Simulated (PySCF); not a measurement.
# C9H11Br (4-bromocumene): the cost of one run

Programs: PySCF 2.14.0, with routines of our own; each step states its level. All values are computed. Atoms count from 0.

## 1. The system as given

21 atoms, charge 0, multiplicity 1; geometry from: GFN2-xTB.

## 2. Geometry optimisation at PBE0-D3(BJ)/def2-SVP

Job settings and geometry (Å):

```
{"job": {"xc": "PBE0", "basis": "def2-SVP", "d3": "d3bj", "grid": 2, "kind": "geom"}, "charge": 0, "multiplicity": 1}
C     -2.024305     1.235588    -0.028421
C     -1.333371    -0.027067    -0.548169
C     -1.993806    -1.282945     0.024837
C      0.140119    -0.002337    -0.224853
C      1.083919    -0.012646    -1.244698
C      2.439632     0.009437    -0.970206
C      2.855734     0.043003     0.347812
Br     4.722653     0.073797     0.742932
C      1.939691     0.054573     1.384702
C      0.589316     0.031272     1.091049
H     -3.068752     1.244280    -0.332103
H     -1.539732     2.123888    -0.427757
H     -1.983139     1.280292     1.057011
H     -1.441182    -0.051703    -1.638333
H     -3.037905    -1.329575    -0.276587
H     -1.950990    -1.281105     1.111076
H     -1.488243    -2.175193    -0.337899
H      0.758292    -0.037762    -2.274685
H      3.163088     0.000670    -1.771011
H      2.278490     0.080859     2.408948
H     -0.118430     0.039615     1.905882
```

Run with:

```bash
> OMP_NUM_THREADS=1 python excited_run.py task.json out
```

The driver reads the jobs from task.json and runs them one after another.

Q: Estimate the wall time and peak memory of this first job on 1 thread of Intel Xeon Platinum 8259CL at 2.50GHz, shared host.

About 4.6 min, with a peak of 1.1 GiB.
